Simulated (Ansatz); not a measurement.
**SiH₂O₃ + H₂S: a complex and its separated parts**

The complex below is one end of an elementary step. How strongly is it bound against its free parts?

Method: PBE0-D4/def2-TZVP structures, single points in def2-TZVPP, no counterpoise correction; program: Ansatz 0.2.0, Gaussian basis.

Levels: SPW92, PBE-D4, BLYP-D4, r2SCAN-D4, B97M-V, PBE0-D4, B3LYP-D4, r2SCAN0-D4, BHLYP-D4, CAM-B3LYP-D4, wB97X-V, wB97M-V, B2PLYP, PBE-QIDH, RPA on PBE, Hartree-Fock, MP2, CCSD, CCSD(T).

Correlated methods freeze the cores. B3LYP uses VWN-RPA correlation. B2PLYP carries no dispersion term here.

56 further runs of the same task are left out: 56 set aside as unsound or not needed.

## 1. The system as given

The complex: 9 atoms, charge 0, spin multiplicity 1.

Atoms are counted from 1 here; the program's logs count them from 0.

Bond lengths: Si1–O3 1.519 Å, Si1–O5 1.638 Å, Si1–O6 1.630 Å, S2–H4 1.345 Å, S2–H7 1.344 Å, O5–H8 0.960 Å, O6–H9 0.960 Å. Angles: O3–Si1–O5 124.5°, O3–Si1–O6 125.2°, O5–Si1–O6 105.4°, H4–S2–H7 92.2°, Si1–O5–H8 113.8°, Si1–O6–H9 115.4°.

Geometry (Å):

```xyz
9

Si   -0.4649   -0.4806   -0.1517
S     1.4978    0.9012    0.5147
O    -0.1974   -1.7070    0.7047
H     1.4779    0.3746    1.7517
O    -1.6412    0.6207    0.1447
O    -0.1572   -0.3644   -1.7484
H     2.3223   -0.0596    0.0626
H    -2.1364    0.4506    0.9495
H    -0.7012    0.2644   -2.2279
```

Its parts: SiH₂O₃ holds atoms 1, 3, 5, 6, 8, 9; H₂S holds atoms 2, 4, 7. Each part counts its atoms afresh in its own runs.

## 2. Relaxing SiH₂O₃ alone

Contents of relax-a/in.yaml:

```yaml
crystal:
  periodic: [false, false, false]
  atoms:
    - {symbol: Si, position_ang: [-0.464861, -0.480605, -0.151674]}
    - {symbol: O, position_ang: [-0.197405, -1.706970, 0.704698]}
    - {symbol: O, position_ang: [-1.641197, 0.620746, 0.144707]}
    - {symbol: O, position_ang: [-0.157157, -0.364379, -1.748440]}
    - {symbol: H, position_ang: [-2.136387, 0.450604, 0.949495]}
    - {symbol: H, position_ang: [-0.701164, 0.264437, -2.227912]}
basis:
  gaussian: {orbitals: def2-TZVP}
hamiltonian: {xc: pbe0, dispersion: d4}
relax: {f_tol: 0.005, max_steps: 200}
```

Run with:

```sh
$ ansatz run in.yaml --threads 4 --pin off --events-out ev --progress --plain --max-ram 9574MiB
```

The program printed, shortened:

```text
Functional definition: PBE0
  name "PBE0"
  cite "Adamo & Barone, J. Chem. Phys. 110, 6158 (1999) doi:10.1063/1.478522"
  cite "Perdew, Burke & Ernzerhof, Phys. Rev. Lett. 77, 3865 (1996) doi:10.1103/PhysRevLett.77.3865"
  parent pbe
[...]
809 factors; their error is unknown
[...]
mean field -14047.19329141 eV, -516.2248319298 hartree, gradient 5.6e-5 eV, S^2 0.000000; 0 other end points of the search recorded, 0 dependent functions left out
[...]
reference -14047.19331573 eV, -516.2248328233 hartree; 20, 20 occupied and 122, 122 virtual orbitals, 809 factors
[...]
reference -14047.41553466 eV, -516.2329992187 hartree; 20, 20 occupied and 122, 122 virtual orbitals, 809 factors
Total energy: -14047.50239758 eV, -516.2361913719 hartree
Atom 0 at    -0.619324    -0.599408    -0.211666 Å, force     0.000321    -0.000517    -0.000008 eV/Å
Atom 1 at    -0.107884    -1.659786     0.731888 Å, force     0.000449     0.000134     0.000223 eV/Å
Atom 2 at    -1.717716     0.548304     0.111003 Å, force     0.000002    -0.000907    -0.001331 eV/Å
Atom 3 at    -0.180526    -0.382315    -1.745684 Å, force    -0.001634     0.000005    -0.000510 eV/Å
Atom 4 at    -2.071700     0.536984     1.004618 Å, force    -0.001282     0.000926     0.002933 eV/Å
Atom 5 at    -0.601021     0.340054    -2.219285 Å, force     0.002144     0.000359    -0.001306 eV/Å
Dipole moment:    -0.495521     0.722240    -0.283570 e Å
```

Wall time 19 s (4 threads of Intel Xeon at 2.50GHz, shared host).

Along the way: (the energy doesn't fall at every step)

| step | energy from step 1 (eV) | largest force component (eV/Å) |
| --- | --- | --- |
| 1 | 0.0000 | 1.5252 |
| 2 | -0.1471 | 1.1774 |
| 3 | -0.2022 | 0.7538 |
| 4 | -0.2182 | 0.2554 |
| 5 | -0.2169 | 0.3256 |
| 6 | -0.2215 | 0.0988 |
| 7 | -0.2223 | 0.0029 |

Distances of close pairs at the start and the end, largest changes first:

| bond | before (Å) | after (Å) | change (Å) |
| --- | --- | --- | --- |
| Si1–O4 | 1.630 | 1.610 | -0.020 |
| Si1–O3 | 1.638 | 1.621 | -0.017 |
| Si1–O2 | 1.519 | 1.509 | -0.011 |
| O3–H5 | 0.960 | 0.961 | +0.001 |
| O4–H6 | 0.960 | 0.961 | +0.001 |

## 3. Relaxing H₂S alone

Contents of relax-b/in.yaml:

```yaml
crystal:
  periodic: [false, false, false]
  atoms:
    - {symbol: S, position_ang: [1.497835, 0.901195, 0.514718]}
    - {symbol: H, position_ang: [1.477903, 0.374622, 1.751712]}
    - {symbol: H, position_ang: [2.322334, -0.059552, 0.062596]}
basis:
  gaussian: {orbitals: def2-TZVP}
hamiltonian: {xc: pbe0, dispersion: d4}
relax: {f_tol: 0.005, max_steps: 200}
```

Run with:

```sh
$ ansatz run in.yaml --threads 4 --pin off --events-out ev --progress --plain --max-ram 9574MiB
```

The program printed, shortened:

```text
[... 5 set-up lines as earlier in the session ...]
[...]
359 factors; their error is unknown
[...]
mean field -10864.45020163 eV, -399.2611807210 hartree, gradient 5.3e-5 eV, S^2 0.000000; 0 other end points of the search recorded, 0 dependent functions left out
[...]
reference -10864.45047957 eV, -399.2611909353 hartree; 9, 9 occupied and 40, 40 virtual orbitals, 359 factors
Total energy: -10864.46265914 eV, -399.2616385262 hartree
Atom 0 at     1.498651     0.899642     0.515613 Å, force     0.000070    -0.000124     0.000057 eV/Å
Atom 1 at     1.478117     0.375100     1.749973 Å, force    -0.000288     0.000190     0.000483 eV/Å
Atom 2 at     2.321304    -0.058477     0.063440 Å, force     0.000218    -0.000066    -0.000540 eV/Å
Dipole moment:     0.104465    -0.193096     0.101869 e Å
```

Run time: 1.5 s. Hardware: 4 threads of Intel Xeon at 2.50GHz, shared host.

The steps of the relaxation:

| step | energy from step 1 (eV) | largest force component (eV/Å) |
| --- | --- | --- |
| 1 | 0.0000 | 0.0938 |
| 2 | -0.0002 | 0.0352 |
| 3 | -0.0003 | 0.0005 |

Distances of close pairs at the start and the end, largest changes first:

| bond | before (Å) | after (Å) | change (Å) |
| --- | --- | --- | --- |
| S1–H2 | 1.345 | 1.341 | -0.003 |
| S1–H3 | 1.344 | 1.341 | -0.003 |

## 4. SPW92/def2-TZVPP

Contents of parta/in.yaml:

```yaml
crystal:
  periodic: [false, false, false]
  atoms:
    - {symbol: Si, position_ang: [-0.619324, -0.599408, -0.211666]}
    - {symbol: O, position_ang: [-0.107884, -1.659786, 0.731888]}
    - {symbol: O, position_ang: [-1.717716, 0.548304, 0.111003]}
    - {symbol: O, position_ang: [-0.180526, -0.382315, -1.745684]}
    - {symbol: H, position_ang: [-2.071700, 0.536984, 1.004618]}
    - {symbol: H, position_ang: [-0.601021, 0.340054, -2.219285]}
basis:
  gaussian: {orbitals: def2-TZVPP}
hamiltonian: {xc: lda}
```

Contents of partb/in.yaml:

```yaml
crystal:
  periodic: [false, false, false]
  atoms:
    - {symbol: S, position_ang: [1.498651, 0.899642, 0.515613]}
    - {symbol: H, position_ang: [1.478117, 0.375100, 1.749973]}
    - {symbol: H, position_ang: [2.321304, -0.058477, 0.063440]}
basis:
  gaussian: {orbitals: def2-TZVPP}
hamiltonian: {xc: lda}
```

The same command starts each run, in its folder.

Run with:

```sh
$ ansatz run in.yaml --threads 4 --pin off --events-out ev --progress --plain --max-ram 9574MiB
```

parta printed, shortened:

```text
Functional definition: SPW92
  name "SPW92"
  cite "Dirac, Proc. Camb. Phil. Soc. 26, 376 (1930) doi:10.1017/S0305004100016108"
  cite "Slater, Phys. Rev. 81, 385 (1951) doi:10.1103/PhysRev.81.385"
  cite "Perdew & Wang, Phys. Rev. B 45, 13244 (1992) doi:10.1103/PhysRevB.45.13244"
[...]
859 factors; their error is unknown
[...]
mean field -13982.37971722 eV, -513.8429770103 hartree, gradient 7.5e-5 eV, S^2 0.000000; 0 other end points of the search recorded, 0 dependent functions left out
reference -13982.37974800 eV, -513.8429781415 hartree; 20, 20 occupied and 143, 143 virtual orbitals, 859 factors
Total energy: -13982.37974800 eV, -513.8429781415 hartree
```

Log of partb, shortened:

```text
[... 5 set-up lines as earlier in the session ...]
[...]
402 factors; their error is unknown
[...]
mean field -10830.30345271 eV, -398.0063108437 hartree, gradient 1.5e-5 eV, S^2 0.000000; 0 other end points of the search recorded, 0 dependent functions left out
reference -10830.30347355 eV, -398.0063116096 hartree; 9, 9 occupied and 61, 61 virtual orbitals, 402 factors
Total energy: -10830.30347355 eV, -398.0063116096 hartree
```

Wall times: 1.1 s (parta), 0.36 s (partb) on 4 threads of Intel Xeon at 2.50GHz, shared host.

## 5. PBE-D4/def2-TZVPP

The same edit goes into each in.yaml of step 4 (parta, partb):

```diff
-hamiltonian: {xc: lda}
+hamiltonian: {xc: pbe, dispersion: d4}
```

The same command starts each run, in its folder.

Run with:

```sh
$ ansatz run in.yaml --threads 4 --pin off --events-out ev --progress --plain --max-ram 9574MiB
```

parta printed, shortened:

```text
Functional definition: PBE
  name "PBE"
[... 2 set-up lines as earlier in the session ...]
[...]
859 factors; their error is unknown
[...]
mean field -14047.00722865 eV, -516.2179942494 hartree, gradient 1.5e-5 eV, S^2 0.000000; 0 other end points of the search recorded, 0 dependent functions left out
reference -14047.00726197 eV, -516.2179954740 hartree; 20, 20 occupied and 143, 143 virtual orbitals, 859 factors
Total energy: -14047.11205079 eV, -516.2218463921 hartree
```

Output in partb, shortened:

```text
[... 4 set-up lines as earlier in the session ...]
[...]
402 factors; their error is unknown
[...]
mean field -10863.54269293 eV, -399.2278303914 hartree, gradient 3.3e-5 eV, S^2 0.000000; 0 other end points of the search recorded, 0 dependent functions left out
reference -10863.54271518 eV, -399.2278312091 hartree; 9, 9 occupied and 61, 61 virtual orbitals, 402 factors
Total energy: -10863.55775203 eV, -399.2283838033 hartree
```

Wall times: 1.7 s (parta), 0.4 s (partb) on 4 threads of Intel Xeon at 2.50GHz, shared host.

## 6. BLYP-D4/def2-TZVPP

The same edit goes into each in.yaml of step 5 (parta, partb):

```diff
-hamiltonian: {xc: pbe, dispersion: d4}
+hamiltonian: {xc: {name: BLYP}, dispersion: d4}
```

The same command starts each run, in its folder.

Run with:

```sh
$ ansatz run in.yaml --threads 4 --pin off --events-out ev --progress --plain --max-ram 9574MiB
```

Log of parta, shortened:

```text
Functional definition: BLYP
  name "BLYP"
  cite "Becke, Phys. Rev. A 38, 3098 (1988) doi:10.1103/PhysRevA.38.3098"
  cite "Lee, Yang & Parr, Phys. Rev. B 37, 785 (1988) doi:10.1103/PhysRevB.37.785"
[...]
859 factors; their error is unknown
[...]
mean field -14056.71831592 eV, -516.5748701241 hartree, gradient 1.2e-5 eV, S^2 0.000000; 0 other end points of the search recorded, 0 dependent functions left out
reference -14056.71859790 eV, -516.5748804868 hartree; 20, 20 occupied and 143, 143 virtual orbitals, 859 factors
Total energy: -14056.95603166 eV, -516.5836060166 hartree
```

Output in partb, shortened:

```text
[... 4 set-up lines as earlier in the session ...]
[...]
402 factors; their error is unknown
[...]
mean field -10868.21006003 eV, -399.3993529688 hartree, gradient 2.3e-5 eV, S^2 0.000000; 0 other end points of the search recorded, 0 dependent functions left out
reference -10868.21027389 eV, -399.3993608281 hartree; 9, 9 occupied and 61, 61 virtual orbitals, 402 factors
Total energy: -10868.24596616 eV, -399.4006724946 hartree
```

Wall times: 1.6 s (parta), 0.4 s (partb) on 4 threads of Intel Xeon at 2.50GHz, shared host.

## 7. r2SCAN-D4/def2-TZVPP

Each input of step 6 (parta, partb) changes in the same lines:

```diff
-hamiltonian: {xc: {name: BLYP}, dispersion: d4}
+hamiltonian: {xc: r2scan, dispersion: d4}
```

The same command starts each run, in its folder.

Run with:

```sh
$ ansatz run in.yaml --threads 4 --pin off --events-out ev --progress --plain --max-ram 9574MiB
```

Output in parta, shortened:

```text
Functional definition: r2SCAN
  name "r2SCAN"
  cite "Furness, Kaplan, Ning, Perdew & Sun, J. Phys. Chem. Lett. 11, 8208 (2020) doi:10.1021/acs.jpclett.0c02405"
  cite "Furness, Kaplan, Ning, Perdew & Sun, J. Phys. Chem. Lett. 11, 9248 (2020) doi:10.1021/acs.jpclett.0c03077"
  parent r2scan
[...]
859 factors; their error is unknown
[...]
mean field -14053.83187292 eV, -516.4687953005 hartree, gradient 1.1e-5 eV, S^2 0.000000; 0 other end points of the search recorded, 0 dependent functions left out
reference -14053.83188269 eV, -516.4687956596 hartree; 20, 20 occupied and 143, 143 virtual orbitals, 859 factors
Total energy: -14053.85558830 eV, -516.4696668246 hartree
```

Log of partb, shortened:

```text
[... 5 set-up lines as earlier in the session ...]
[...]
402 factors; their error is unknown
[...]
mean field -10867.52471028 eV, -399.3741668298 hartree, gradient 2.2e-5 eV, S^2 0.000000; 0 other end points of the search recorded, 0 dependent functions left out
reference -10867.52471697 eV, -399.3741670759 hartree; 9, 9 occupied and 61, 61 virtual orbitals, 402 factors
Total energy: -10867.52806526 eV, -399.3742901231 hartree
```

Wall times: 2.8 s (parta), 0.91 s (partb) on 4 threads of Intel Xeon at 2.50GHz, shared host.

## 8. B97M-V/def2-TZVPP

The same edit goes into each in.yaml of step 7 (parta, partb):

```diff
-hamiltonian: {xc: r2scan, dispersion: d4}
+hamiltonian: {xc: {name: B97M-V}}
```

Each run has its own folder and the same command.

Run with:

```sh
$ ansatz run in.yaml --threads 4 --pin off --events-out ev --progress --plain --max-ram 9574MiB
```

parta printed, shortened:

```text
Functional definition: B97M-V
  name "B97M-V"
  cite "Mardirossian & Head-Gordon, J. Chem. Phys. 142, 074111 (2015) doi:10.1063/1.4907719"
  cite "Becke, J. Chem. Phys. 107, 8554 (1997) doi:10.1063/1.475007"
  cite "Vydrov & Van Voorhis, J. Chem. Phys. 133, 244103 (2010) doi:10.1063/1.3521275"
  # Of w^i u^j: cxij and so on, Table III.
[...]
  gx(w, u) = cx00 + cx01*u + cx02*u^2 + (cx10 + cx11*u)*w
[...]
  gos(w, u) = cos00 + cos01*u + cos03*u^3 + cos10*w + cos32*w^3*u^2
[...]
      + integral(e_c_pw_mod_opposite_spin*gos(b97_w_opposite, b97_u_opposite)) + vv10(b, c)
859 factors; their error is unknown
[...]
mean field -14053.49903414 eV, -516.4565637009 hartree, gradient 3.4e-5 eV, S^2 0.000000; 0 other end points of the search recorded, 0 dependent functions left out
reference -14053.49908332 eV, -516.4565655083 hartree; 20, 20 occupied and 143, 143 virtual orbitals, 859 factors
Total energy: -14053.49908332 eV, -516.4565655083 hartree
```

partb printed, shortened:

```text
[... 5 set-up lines as earlier in the session ...]
  # Of w^i u^j: cxij and so on, Table III.
[...]
  gx(w, u) = cx00 + cx01*u + cx02*u^2 + (cx10 + cx11*u)*w
[...]
  gos(w, u) = cos00 + cos01*u + cos03*u^3 + cos10*w + cos32*w^3*u^2
[...]
      + integral(e_c_pw_mod_opposite_spin*gos(b97_w_opposite, b97_u_opposite)) + vv10(b, c)
402 factors; their error is unknown
[...]
mean field -10865.55701936 eV, -399.3018555224 hartree, gradient 2.2e-5 eV, S^2 0.000000; 0 other end points of the search recorded, 0 dependent functions left out
reference -10865.55705401 eV, -399.3018567958 hartree; 9, 9 occupied and 61, 61 virtual orbitals, 402 factors
Total energy: -10865.55705401 eV, -399.3018567958 hartree
```

Times: 4.6 s (parta), 1 s (partb) on 4 threads of Intel Xeon at 2.50GHz, shared host.

## 9. PBE0-D4/def2-TZVPP

Each input of step 8 (parta, partb) changes in the same lines:

```diff
-hamiltonian: {xc: {name: B97M-V}}
+hamiltonian: {xc: pbe0, dispersion: d4}
+output: {orbitals: {seedname: orbitals}}
```

One command serves all of them, each in its own folder.

Run with:

```sh
$ ansatz run in.yaml --threads 4 --pin off --events-out ev --progress --plain --max-ram 9574MiB
```

Output in parta, shortened:

```text
[... 5 set-up lines as earlier in the session ...]
[...]
862 factors; their error is unknown
[...]
mean field -14047.50467242 eV, -516.2362749709 hartree, gradient 2.6e-5 eV, S^2 0.000000; 0 other end points of the search recorded, 0 dependent functions left out
reference -14047.50469656 eV, -516.2362758578 hartree; 20, 20 occupied and 143, 143 virtual orbitals, 862 factors
Total energy: -14047.59155947 eV, -516.2394680111 hartree
```

partb printed, shortened:

```text
[... 5 set-up lines as earlier in the session ...]
[...]
433 factors; their error is unknown
[...]
mean field -10864.48423350 eV, -399.2624313693 hartree, gradient 4.8e-6 eV, S^2 0.000000; 0 other end points of the search recorded, 0 dependent functions left out
reference -10864.48425012 eV, -399.2624319801 hartree; 9, 9 occupied and 61, 61 virtual orbitals, 433 factors
Total energy: -10864.49642969 eV, -399.2628795710 hartree
```

Times: 2.6 s (parta), 0.41 s (partb) on 4 threads of Intel Xeon at 2.50GHz, shared host.

## 10. B3LYP-D4/def2-TZVPP

Each input of step 9 (parta, partb) changes in the same lines:

```diff
-hamiltonian: {xc: pbe0, dispersion: d4}
-output: {orbitals: {seedname: orbitals}}
+hamiltonian: {xc: {name: B3LYP}, dispersion: d4}
```

Each run has its own folder and the same command.

Run with:

```sh
$ ansatz run in.yaml --threads 4 --pin off --events-out ev --progress --plain --max-ram 9574MiB
```

Output in parta, shortened:

```text
Functional definition: B3LYP
  name "B3LYP"
  cite "Stephens, Devlin, Chabalowski & Frisch, J. Phys. Chem. 98, 11623 (1994) doi:10.1021/j100096a001"
[... 2 set-up lines as earlier in the session ...]
  cite "Vosko, Wilk & Nusair, Can. J. Phys. 58, 1200 (1980) doi:10.1139/p80-159"
[...]
862 factors; their error is unknown
[...]
mean field -14057.95639890 eV, -516.6203688344 hartree, gradient 1.8e-5 eV, S^2 0.000000; 0 other end points of the search recorded, 0 dependent functions left out
reference -14057.95660456 eV, -516.6203763922 hartree; 20, 20 occupied and 143, 143 virtual orbitals, 862 factors
Total energy: -14058.12745689 eV, -516.6266550995 hartree
```

Output in partb, shortened:

```text
[... 6 set-up lines as earlier in the session ...]
[...]
414 factors; their error is unknown
[...]
mean field -10868.95565625 eV, -399.4267531243 hartree, gradient 4.0e-6 eV, S^2 0.000000; 0 other end points of the search recorded, 0 dependent functions left out
reference -10868.95581397 eV, -399.4267589205 hartree; 9, 9 occupied and 61, 61 virtual orbitals, 414 factors
Total energy: -10868.98024928 eV, -399.4276569017 hartree
```

They took 2.4 s (parta), 0.41 s (partb) on 4 threads of Intel Xeon at 2.50GHz, shared host.

## 11. r2SCAN0-D4/def2-TZVPP

The same edit goes into each in.yaml of step 10 (parta, partb):

```diff
-hamiltonian: {xc: {name: B3LYP}, dispersion: d4}
+hamiltonian: {xc: {name: r2SCAN0}, dispersion: d4}
```

One command serves all of them, each in its own folder.

Run with:

```sh
$ ansatz run in.yaml --threads 4 --pin off --events-out ev --progress --plain --max-ram 9574MiB
```

Output in parta, shortened:

```text
Functional definition: r2SCAN0
  name "r2SCAN0"
  cite "Bursch, Neugebauer, Ehlert & Grimme, J. Chem. Phys. 156, 134105 (2022) doi:10.1063/5.0086040"
[... 3 set-up lines as earlier in the session ...]
[...]
862 factors; their error is unknown
[...]
mean field -14052.65302985 eV, -516.4254736167 hartree, gradient 3.7e-5 eV, S^2 0.000000; 0 other end points of the search recorded, 0 dependent functions left out
reference -14052.65303750 eV, -516.4254738979 hartree; 20, 20 occupied and 143, 143 virtual orbitals, 862 factors
Total energy: -14052.68097984 eV, -516.4265007598 hartree
```

Log of partb, shortened:

```text
[... 6 set-up lines as earlier in the session ...]
[...]
433 factors; their error is unknown
[...]
mean field -10867.41045237 eV, -399.3699679294 hartree, gradient 1.2e-5 eV, S^2 0.000000; 0 other end points of the search recorded, 0 dependent functions left out
reference -10867.41045772 eV, -399.3699681257 hartree; 9, 9 occupied and 61, 61 virtual orbitals, 433 factors
Total energy: -10867.41431578 eV, -399.3701099071 hartree
```

Times: 3.8 s (parta), 0.76 s (partb) on 4 threads of Intel Xeon at 2.50GHz, shared host.

## 12. BHLYP-D4/def2-TZVPP

Each input of step 11 (parta, partb) changes in the same lines:

```diff
-hamiltonian: {xc: {name: r2SCAN0}, dispersion: d4}
+hamiltonian: {xc: {name: BHLYP}, dispersion: d4}
```

One command serves all of them, each in its own folder.

Run with:

```sh
$ ansatz run in.yaml --threads 4 --pin off --events-out ev --progress --plain --max-ram 9574MiB
```

parta printed, shortened:

```text
Functional definition: BHLYP
  name "BHLYP"
  cite "Becke, J. Chem. Phys. 98, 1372 (1993) doi:10.1063/1.464304"
[... 2 set-up lines as earlier in the session ...]
[...]
959 factors; their error is unknown
[...]
mean field -14054.42591166 eV, -516.4906258214 hartree, gradient 2.4e-5 eV, S^2 0.000000; 0 other end points of the search recorded, 0 dependent functions left out
reference -14054.42604882 eV, -516.4906308619 hartree; 20, 20 occupied and 143, 143 virtual orbitals, 959 factors
Total energy: -14054.55332319 eV, -516.4953081087 hartree
```

Log of partb, shortened:

```text
[... 5 set-up lines as earlier in the session ...]
[...]
453 factors; their error is unknown
[...]
mean field -10868.25161482 eV, -399.4008800792 hartree, gradient 1.3e-5 eV, S^2 0.000000; 0 other end points of the search recorded, 0 dependent functions left out
reference -10868.25172152 eV, -399.4008840004 hartree; 9, 9 occupied and 61, 61 virtual orbitals, 453 factors
Total energy: -10868.26804874 eV, -399.4014840144 hartree
```

Times: 3.2 s (parta), 0.55 s (partb) on 4 threads of Intel Xeon at 2.50GHz, shared host.

(Part 1 of 2 ends here.)
